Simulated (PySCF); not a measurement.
**BBr: a composite coupled-cluster curve**

What constants does extrapolated CCSD(T) give for BBr, and what does each step add?

Method: CCSD(T) on RHF, scalar-relativistic core potentials; program: PySCF 2.14.0.

2 further runs of the same task are left out: 2 set aside as unsound or not needed.

### Step 1. The job

```
molecule             : BBr
state                : singlet, unpaired electrons none
smaller basis        : B cc-pVTZ, Br cc-pVTZ-PP with ECP10
larger basis         : B cc-pVQZ, Br cc-pVQZ-PP with ECP10
frozen core orbitals : 10
extrapolation        : correlation as n⁻³ (n = 3, 4), Hartree–Fock as (n+1)·exp(−9√n)
corrections          : core–valence correlation
distances (Å)        : 1.6746, 1.7507, 1.8268, 1.9029, 1.9790, 2.0742, 2.1693
masses (u)           : 11.0093, 78.9183
dissociation limit   : B + Br
```

Started as:

```console
$ OMP_NUM_THREADS=4 python comp.py task.json out
```

### Step 2. The runs

**Question.** What will these runs give? Wanted: for each run, Re; ωe; ωexe; αe; De.

The runs gave:

| level | Re (Å) | ωe (cm⁻¹) | ωexe (cm⁻¹) | αe (cm⁻¹) | De (eV) |
| --- | --- | --- | --- | --- | --- |
| CCSD(T)/cc-pVTZ(-PP) | 1.9007 | 684.5 | 3.62 | 0.00406 | 4.377 |
| CCSD(T)/cc-pVQZ(-PP) | 1.8976 | 682.2 | 3.64 | 0.00412 | 4.470 |
| HF/CBS | 1.8958 | 685.9 | 3.81 | 0.00419 | 3.035 |
| MP2/CBS | 1.8807 | 700.2 | 3.73 | 0.00418 | 4.678 |
| CCSD/CBS | 1.8941 | 685.7 | 3.65 | 0.00412 | 4.335 |
| CCSD(T)/CBS | 1.8968 | 680.8 | 3.64 | 0.00414 | 4.536 |
| CCSD(T)/CBS+CV | 1.8863 | 687.6 | 3.68 | 0.00420 | 4.582 |

The last step gives Re = 1.8863 Å, ωe = 687.6 cm⁻¹ and De = 4.582 eV; the smaller basis alone is off from it by +14.5 mÅ and -0.20 eV. Near the minimum the mean field binds by 3.03 eV and correlation adds 1.50 eV of binding. T1 is 0.019. Spin–orbit coupling and excitations beyond (T) are left out.
